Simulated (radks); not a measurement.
**Pd⁴⁺ in [Kr] 4d6: an all-electron calculation**

The task here is to estimate one member of a computed series from the others.

The numbers are computed with radks (a radial shooting solver on a logarithmic mesh, Libxc functionals) version 1 (scalar-relativistic Kohn-Sham, LDA (Slater exchange, Perdew-Wang correlation), spin-polarised, spherical densities, finite nucleus; open shells are filled with parallel spins first), except any that are marked as measured or tabulated.

### What is computed

```
element            : palladium (Z = 46)
charge             : +4
electrons          : 42
configuration      : [Kr] 4d6
nuclear rms radius : 4.5318 fm
```

Outer shells as boxes (Hund's rule):

Pd⁴⁺
```
[Kr] core
4d [↑↓][↑ ][↑ ][↑ ][↑ ]
```

Set-up of the first run:

The run's settings:

```text
Z 46
configuration [Kr] 4d6
relativity scalar-relativistic
functional lda,pw
spin polarised
nucleus finite rms 4.5318 fm
c 137.035999084
```

Run with:

```bash
$ python run_ks.py task.json out
```

This one command runs every case of the session in turn.

One table of the session follows, with a row left open; its other results are not shown here.

It belongs to the step «Radial structure». From the orbitals of this run (lengths in bohr):

```
  level      <r>  outermost maximum (interpolated)  90 % within  nodes
  1s up  0.03189                            0.0207       0.0572      0
1s down  0.03189                            0.0207       0.0572      0
  2s up   0.1385                             0.117        0.214      1
2s down   0.1385                             0.117        0.214      1
  2p up   0.1207                            0.0934        0.197      0
2p down   0.1207                            0.0934        0.196      0
  3s up   0.3800                             0.342        0.560      2
3s down   0.3799                             0.342        0.560      2
  3p up   0.3792                             0.335        0.571      1
3p down   0.3790                             0.335        0.571      1
  3d up   0.3578                             0.282        0.567      0
3d down   0.3575                             0.282        0.567      0
  4s up   0.9322                             0.847         1.35      3
4s down   0.9307                             0.845         1.35      3
  4p up    1.013                             0.901         1.49      2
4p down        ?                                 ?            ?      ?
  4d up    1.247                              1.04         1.91      1
4d down    1.258                              1.04         1.93      1
```

**Question.** Estimate the row for 4p down.

As computed: <r>: 1.012; outermost maximum (interpolated): 0.899; 90 % within: 1.49; nodes: 2. In the column «<r>» it lies between 4s up (0.9322) and 4p up (1.013).

Caveats from the session: Open shells are spherical and high-spin; term and fine-structure splittings are not resolved.
